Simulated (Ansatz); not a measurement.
# WC: the cost of one run

Method: DFT PBEsol, scalar-relativistic, plane waves, PAW, in Ansatz 0.2.0.

**1. The system as given**

Symmetry: Fm-3m, No. 225, cubic system. The conventional cell has a = 4.385 Å, b = 4.385 Å, c = 4.385 Å, α = 90.00°, β = 90.00°, γ = 90.00°. W (site symmetry m-3m) is surrounded by 6 C at 2.19 Å. Around C (site symmetry m-3m) lie 6 W at 2.19 Å.

Coordinates:

```
CELL_PARAMETERS angstrom
0.00000 2.19268 2.19268
2.19268 0.00000 2.19268
2.19268 2.19268 0.00000
ATOMIC_POSITIONS crystal
W 0.00000 0.00000 0.00000
C 0.50000 0.50000 0.50000
```

It goes back to an entry of the Materials Project, which need not be the stable form.

No relaxation comes first: the listed cell is the starting point.

**2. Zero of energy**

The reference gives a free energy of -10502.8157 eV, pressure -10.12 GPa, largest force 0.000 eV/Å and gap on the mesh none (metal). It was computed beforehand with the settings of the runs below.

**3. Setting up shifting one sublattice**

Every W atom is moved by x along the Cartesian unit vector (0.000, -0.707, -0.707); the cell and all other atoms stay fixed. Forces below are components along that vector, summed over the moved atoms.

**4. At x = -0.500 Å**

Input file input.yaml:

```yaml
crystal:
  lattice:
    - [0.0, 2.192684, 2.192684]
    - [2.192684, 0.0, 2.192684]
    - [2.192684, 2.192684, 0.0]
  atoms:
    - { symbol: W, position: [0.1612422905, 0.0, 0.0] }
    - { symbol: C, position: [0.5, 0.5, 0.5] }
basis:
  ecutwfc: 420
kpoints:
  mp_grid: { grid: [18, 18, 18] }
hamiltonian:
  xc: pbesol
scf:
  occupations: { method: gaussian, width: 0.15 }
output:
  forces: true
  stress: true
  eigenvalues: true
```

Started as:

```
ansatz run input.yaml --threads 1 --pin off --max-ram 2560MiB --backend cpu --events-out ev --progress --plain --runs-dir out
```

**Question.** How long does this run take on 1 thread of AMD EPYC 9R45 (Zen 5), shared host, and how much memory does it need?

About 8.4 s, with a peak of 0.63 GiB.
